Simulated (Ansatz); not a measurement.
# La3InN, space group Pm-3m: relaxations under a series of pressures

Program: Ansatz 0.2.0, Python API.

Typed at the interpreter:
```pycon
>>> import ansatz
>>> import numpy as np
>>> import pandas as pd
>>> def edges_and_angles(cell):
...     cell = np.asarray(cell)
...     a, b, c = np.linalg.norm(cell, axis=1)
...     cosines = cell[1] @ cell[2] / (b * c), cell[0] @ cell[2] / (a * c), cell[0] @ cell[1] / (a * b)
...     return (a, b, c, *np.degrees(np.arccos(cosines)))
...
>>> structure = (
...     ansatz.Lattice.from_parameters(5.1275, 5.1275, 5.1275, alpha=90.0, beta=90.0, gamma=90.0)
...     .atom("La", [0.5, 0.5, 0.0])
...     .atom("La", [0.0, 0.5, 0.5])
...     .atom("La", [0.5, 0.0, 0.5])
...     .atom("In", [0.0, 0.0, 0.0])
...     .atom("N", [0.5, 0.5, 0.5])
... )
>>> model = structure.calculation()
>>> model = model.functional("mr2scan")
>>> model = model.basis(28 * ansatz.Ha, density_ratio=4)
>>> model = model.kpoints(6)
>>> model = model.occupations("Fermi-Dirac")
>>> # H = F + PV, with 1 GPa A^3 = 1/160.21766 eV
>>> rows = []
>>> for pressure in [0, 10, 20, 30, 40]:
...     outcome = model.relax(cell=True, pressure=pressure, force_tolerance=0.05, max_displacement=0.05).run(threads=1)
...     cell = outcome.lattice.cell_ang
...     n_atoms = len(outcome.lattice.sites)
...     volume = abs(np.linalg.det(cell)) / n_atoms
...     enthalpy = outcome.report["free_energy_ev"] / n_atoms + pressure * volume / 160.21766
...     rows.append((pressure, volume, enthalpy, *edges_and_angles(cell)))
...     print(f"{pressure} GPa done: {volume:.4f} A^3/atom")
...
0 GPa done: 27.1746 A^3/atom
10 GPa done: 24.1969 A^3/atom
20 GPa done: 22.2695 A^3/atom
30 GPa done: 20.8624 A^3/atom
40 GPa done: 19.7556 A^3/atom
>>> table = pd.DataFrame(rows, columns=["P_GPa", "V_A3_atom", "H_eV_atom", "a", "b", "c", "alpha", "beta", "gamma"])
>>> table.round(4)
   P_GPa  V_A3_atom  H_eV_atom       a       b       c  alpha  beta  gamma
0      0    27.1746 -4959.1778  5.1410  5.1410  5.1410   90.0  90.0   90.0
1     10    24.1969 -4957.5832  4.9459  4.9459  4.9459   90.0  90.0   90.0
2     20    22.2695 -4956.1369  4.8109  4.8109  4.8109   90.0  90.0   90.0
3     30    20.8624 -4954.7929  4.7074  4.7074  4.7074   90.0  90.0   90.0
4     40    19.7556 -4953.5265  4.6226  4.6226  4.6226   90.0  90.0   90.0
>>> p, v = np.array([row[0] for row in rows], float), np.array([row[1] for row in rows])
>>> print("mean bulk modulus between rows (GPa):", np.round(-np.diff(p) / np.diff(np.log(v)), 1))
mean bulk modulus between rows (GPa): [ 86.2 120.5 153.2 183.4]
```

The volume falls from 27.17 Å³ an atom at 0 GPa to 19.76 at 40 GPa, by 27.3 %. Between 0 and 10 GPa, -V dP/dV is about 86 GPa, a mean over that step.

These settings explore the input space; cutoff and mesh may be short of convergence. At a fixed pressure a relaxation lowers the enthalpy F + PV, while F alone can rise. The mesh is modest for a metal, so energies can be off by several to tens of meV an atom and pressures by half a GPa or more; differences at equal mesh fare better. The structure is a deposited one; some such entries were measured under pressure or heat, so a shift against it needn't be the functional's error alone. Symmetry holds the cell in this phase, whether or not it is the stable one at each pressure. Timing: 8.2 min on 1 thread of Arm Neoverse V2, on a shared host, peak memory 1.2 GiB.
